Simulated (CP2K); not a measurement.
Crystal: BiTe.

```
CELL_PARAMETERS angstrom
4.33941 0.00000 0.00000
1.63419 4.01993 0.00000
1.63419 1.09973 3.86658
ATOMIC_POSITIONS crystal
Bi 0.50000 0.50000 0.50000
Te 0.00000 0.00000 0.00000
```

The cell comes from a database or a generator and needn't be the stable form of this composition.

```yaml
Program: CP2K 2026.2
Task: single point
Functional: PBE
Potentials_or_basis: POTENTIAL_UZH Bi GTH-PBE-q5, Te GTH-PBE-q6; TZVP-MOLOPT-PBE-GTH basis
Density_cutoff: 6123 eV
k_mesh: 7 × 7 × 7
Occupations: fermi-dirac, width 0.05 eV
Spin: no spin polarisation
```

On this cell: pressure 0.7 GPa; largest force under 0.003 eV/Å; band gap on the k mesh none (metal or under the smearing width).

The same run follows on a disturbed copy (atoms moved at random, drawn with an rms of 0.05 Å):

```
Bi Te
1.0
     4.33941    0.00000    0.00000
     1.63419    4.01993    0.00000
     1.63419    1.09973    3.86658
Bi Te
1 1
Direct
  0.50449 0.49986 0.49761
  0.99451 0.00737 0.00473
```

Problem. What does the disturbed cell give?

Solution. The energy (extrapolated to zero smearing) moves by +1.3 meV/atom; pressure 0.8 GPa; largest force 0.108 eV/Å; band gap on the k mesh none (metal or under the smearing width).

Forces on the atoms (eV/Å):
```
Bi  -0.054  0.075  0.054
Te   0.054 -0.075 -0.054
```

Stress tensor (GPa, compression positive):
```
 0.73 -0.07 -0.05
-0.07  0.81  0.00
-0.05  0.00  0.81
```

Caveats: spin-orbit coupling is left out, which moves the levels of the heavy elements; the basis of atomic orbitals isn't converged, which shifts pressures, moduli and gaps.
